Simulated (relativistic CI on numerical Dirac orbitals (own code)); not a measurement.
# Cu: the cost of one run

Method: charge-transfer multiplet model of a cubic metal-ligand cluster with up to 3 ligand holes, Slater and spin-orbit integrals from Dirac-Coulomb-Breit ions, Slater integrals scaled by 0.7. Code: relativistic CI on numerical Dirac orbitals (own code) version 3.

### Step 1. The system

```
ion                  : Cu⁴⁺ (Cu V)
nuclear charge       : 29
electrons            : 25
d electrons          : 7
ligand holes at most : 3
parameters           : in eV; Veg, Vt2g hoppings, tenDq and tenDqL metal and ligand splittings (negative tenDq: tetrahedral), red the scaling of hopping with a core hole
temperature          : 300 K
widths               : Lorentz 0.6 eV, Gauss 0.8 eV
```

### Step 2. Udd = 7.5 eV

Input settings:

```ini
cluster ion=Cu4+ d7 ligand_holes=3 slater_scale=0.7
Delta=-0.6 Udd=7.5 Upd=8.6 tenDq=1.55 tenDqL=0.7 Veg=2.5 Vt2g=-1.25 red=1
spectrum xps 2p T=300 lorentz=0.6 gauss=0.8
```

Launch:

```sh
> python run_levels.py task.json out
```

The settings of every run stand in task.json; they run in order.

**Question.** How long does this run take on 1 thread of Intel Xeon Platinum 8488C, shared host, and how much memory does it need?

About 3.2 s, with a peak of 0.23 GiB.
